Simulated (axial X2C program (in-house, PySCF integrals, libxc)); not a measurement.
# HfC⁺: EOM-EA-CCSD levels

Aim: EOM-EA-CCSD levels of HfC⁺, with spin–orbit coupling in the Hamiltonian from the start.

Method: two-component X2C with atomic mean-field terms, Hf dyall-acv3z, C dyall-av3z; program: an in-house X2C program for linear molecules on PySCF integrals.

All values are calculated.

### 1 The job

Contents of task.json:

```json
{"zs": [72, 6], "q": 1, "bas": ["dyall-acv3z", "dyall-av3z"], "r0": 1.95, "eom": "ea", "thr": -2.0, "nmax": 92, "grid": [1, 0.96, 1.045, 0.92, 1.09, 1.15]}
```

Keys: zs atomic numbers; q charge; bas basis sets; r0 starting distance in Å; eom kind of EOM run; thr threshold in hartree for freezing inner shells (an s shell follows its p shell); nmax most natural virtual spinors; grid distances as factors.

On the command line:

```sh
$ python soeom.py task.json out
```

Further steps of the session: EOM-EA-CCSD at 1.877 Å.

**Question.** What will these runs give? Wanted: next root led by one particle; T1 of the reference.

As calculated:

| quantity | value |
| --- | --- |
| lowest root at 1.877 Å | Ω = 1/2, 13.924 eV |
| next root led by one particle | Ω = 1/2, about 3270 cm⁻¹ higher |
| T1 of the reference | 0.035 |

**Reading.** The added electron is bound by 13.92 eV in a spinor of 37% C pσ, 18% Hf sσ, 14% Hf dπ. Errors of 0.1 to 0.3 eV are usual at this size, and roots led by higher excitations are left out, so the list is incomplete, and low states of that kind can be missing. T1 or the largest double amplitude of the reference is raised, which lowers the reliability.
